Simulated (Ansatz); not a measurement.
# C₇H₁₄: up Jacob's ladder to CCSD(T)

The task here is to estimate one member of a computed series from the others.

Method: functionals in def2-TZVPP, the program's frozen cores in correlated methods; program: Ansatz 0.2.0, Gaussian basis.

Levels to be run: LDA (SPW92), PBE-D4, revPBE-D4, BLYP-D4, r2SCAN-D4, B97M-V, PBE0-D4, B3LYP-D4, r2SCANh-D4, r2SCAN0-D4, HSE06-D4, BHLYP-D4, CAM-B3LYP-D4, LC-ωPBE, ωB97X-V, ωB97M-V, B2PLYP, PBE-QIDH; CCSD(T)/def2-SVP; CCSD(T)/def2-TZVPP; MP2/def2-QZVPP; extrapolation to the limit; RPA on PBE.

1 further run of the same task is left out (it didn't finish). Runs told in other sessions of the task aren't counted.

**The geometry**

An earlier PBE0-D4 in a triple-zeta def2 set relaxation fixed the geometry.

SMILES `CC1(C)CCCC1`, 21 atoms, charge 0, spin multiplicity 1.

Atoms are counted from 1 here; the program's logs count them from 0.

Bond lengths: C1–C2 1.527 Å, C1–H8 1.094 Å, C1–H9 1.094 Å, C1–H10 1.093 Å, C2–C3 1.519 Å, C2–C4 1.534 Å, C2–C7 1.534 Å, C3–H11 1.094 Å, C3–H12 1.094 Å, C3–H13 1.094 Å, C4–C5 1.533 Å, C4–H14 1.094 Å, C4–H15 1.095 Å, C5–C6 1.546 Å, C5–H16 1.092 Å, C5–H17 1.092 Å, C6–C7 1.532 Å, C6–H18 1.092 Å and more. Angles: C2–C1–H8 110.8°, C2–C1–H9 110.8°, C2–C1–H10 112.0°, H8–C1–H9 107.8°, H8–C1–H10 107.7°, H9–C1–H10 107.7°, C1–C2–C3 109.7°, C1–C2–C4 110.4°, C1–C2–C7 110.4°, C3–C2–C4 112.5°, C3–C2–C7 112.5°, C4–C2–C7 101.0°, C2–C3–H11 111.2°, C2–C3–H12 111.2°, C2–C3–H13 111.0°, H11–C3–H12 107.6°, H11–C3–H13 107.9°, H12–C3–H13 107.9° and more.

As a file:

```
atom    x (Å)    y (Å)    z (Å)
  C1  -1.1920  -1.2208  -0.0990
  C2  -0.5584   0.1302   0.2237
  C3  -1.5841   1.0314   0.8894
  C4   0.6996  -0.0593   1.0803
  C5   1.7913  -0.5159   0.1064
  C6   1.3585   0.0139  -1.2797
  C7   0.0399   0.7572  -1.0415
  H8  -2.0440  -1.0983  -0.7737
  H9  -1.5529  -1.7072   0.8116
 H10  -0.4835  -1.9000  -0.5793
 H11  -1.9541   0.5895   1.8193
 H12  -2.4464   1.1977   0.2370
 H13  -1.1515   2.0067   1.1296
 H14   0.5423  -0.7586   1.9061
 H15   0.9704   0.9054   1.5230
 H16   1.8679  -1.6056   0.0935
 H17   2.7739  -0.1426   0.4014
 H18   1.2154  -0.8136  -1.9784
 H19   2.1123   0.6655  -1.7257
 H20  -0.6407   0.7071  -1.8960
 H21   0.2358   1.8174  -0.8479
```

Set-up of the first run:

The input, in.yaml:

```yaml
crystal:
  periodic: [false, false, false]
  atoms:
    - {symbol: C, position_ang: [-1.191952, -1.220755, -0.099015]}
    - {symbol: C, position_ang: [-0.558367, 0.130197, 0.223713]}
    - {symbol: C, position_ang: [-1.584149, 1.031392, 0.889371]}
    - {symbol: C, position_ang: [0.699580, -0.059265, 1.080288]}
    - {symbol: C, position_ang: [1.791341, -0.515928, 0.106412]}
    - {symbol: C, position_ang: [1.358534, 0.013854, -1.279687]}
    - {symbol: C, position_ang: [0.039915, 0.757164, -1.041536]}
    - {symbol: H, position_ang: [-2.043981, -1.098341, -0.773685]}
    - {symbol: H, position_ang: [-1.552873, -1.707226, 0.811582]}
    - {symbol: H, position_ang: [-0.483458, -1.899968, -0.579316]}
    - {symbol: H, position_ang: [-1.954060, 0.589529, 1.819251]}
    - {symbol: H, position_ang: [-2.446441, 1.197723, 0.237037]}
    - {symbol: H, position_ang: [-1.151453, 2.006722, 1.129642]}
    - {symbol: H, position_ang: [0.542307, -0.758619, 1.906070]}
    - {symbol: H, position_ang: [0.970361, 0.905404, 1.522964]}
    - {symbol: H, position_ang: [1.867918, -1.605588, 0.093454]}
    - {symbol: H, position_ang: [2.773859, -0.142609, 0.401422]}
    - {symbol: H, position_ang: [1.215402, -0.813605, -1.978445]}
    - {symbol: H, position_ang: [2.112347, 0.665461, -1.725665]}
    - {symbol: H, position_ang: [-0.640661, 0.707085, -1.895977]}
    - {symbol: H, position_ang: [0.235818, 1.817383, -0.847879]}
basis:
  gaussian: {orbitals: def2-TZVPP}
hamiltonian: {xc: lda}
output: {orbitals: {seedname: orbitals}}
```

Command:

```
$ ansatz run in.yaml --threads 2 --pin off --events-out ev --progress --plain --max-ram 20480MiB --backend cuda --devices 0, --max-vram 18GiB
```

Among the steps run: LDA; PBE-D4 (GGA); revPBE-D4 (GGA); BLYP-D4 (GGA); r2SCAN-D4 (meta-GGA); B97M-V (meta-GGA); PBE0-D4 (hybrid); B3LYP-D4 (hybrid); r2SCANh-D4 (hybrid); r2SCAN0-D4 (hybrid); HSE06-D4 (hybrid); BHLYP-D4 (hybrid); CAM-B3LYP-D4 (range-separated); LC-ωPBE (range-separated); ωB97X-V (range-separated); ωB97M-V (range-separated); B2PLYP (double hybrid); PBE-QIDH (double hybrid).

One table of the session follows, with a row left open; its other results are not shown here.

It belongs to the step «Frontier levels by functional». 

| functional | HOMO (eV) | LUMO (eV) | gap (eV) |
| --- | --- | --- | --- |
| LDA (SPW92) | -7.17 | -0.03 | 7.14 |
| PBE-D4 | -7.13 | 0.18 | 7.31 |
| revPBE-D4 | -7.10 | 0.29 | 7.39 |
| BLYP-D4 | -7.06 | 0.19 | 7.25 |
| r2SCAN-D4 | -7.39 | 0.85 | 8.24 |
| B97M-V | -7.55 | 0.26 | 7.80 |
| PBE0-D4 | -8.47 | 0.97 | 9.44 |
| B3LYP-D4 | -8.28 | 0.65 | 8.94 |
| r2SCANh-D4 | -7.89 | 1.08 | 8.96 |
| r2SCAN0-D4 | -8.63 | 1.41 | 10.04 |
| HSE06-D4 | -8.06 | 0.60 | 8.67 |
| BHLYP-D4 | -9.75 | 1.59 | 11.34 |
| CAM-B3LYP-D4 | -9.88 | 1.74 | 11.62 |
| LC-ωPBE | -11.19 | 3.04 | 14.23 |
| ωB97X-V | ? | ? | ? |
| ωB97M-V | -10.75 | 2.40 | 13.15 |

Estimate the missing values for ωB97X-V.

The run gave: HOMO (eV): -10.87; LUMO (eV): 2.80; gap (eV): 13.67. In the column «HOMO (eV)» it lies between LC-ωPBE (-11.19) and ωB97M-V (-10.75).
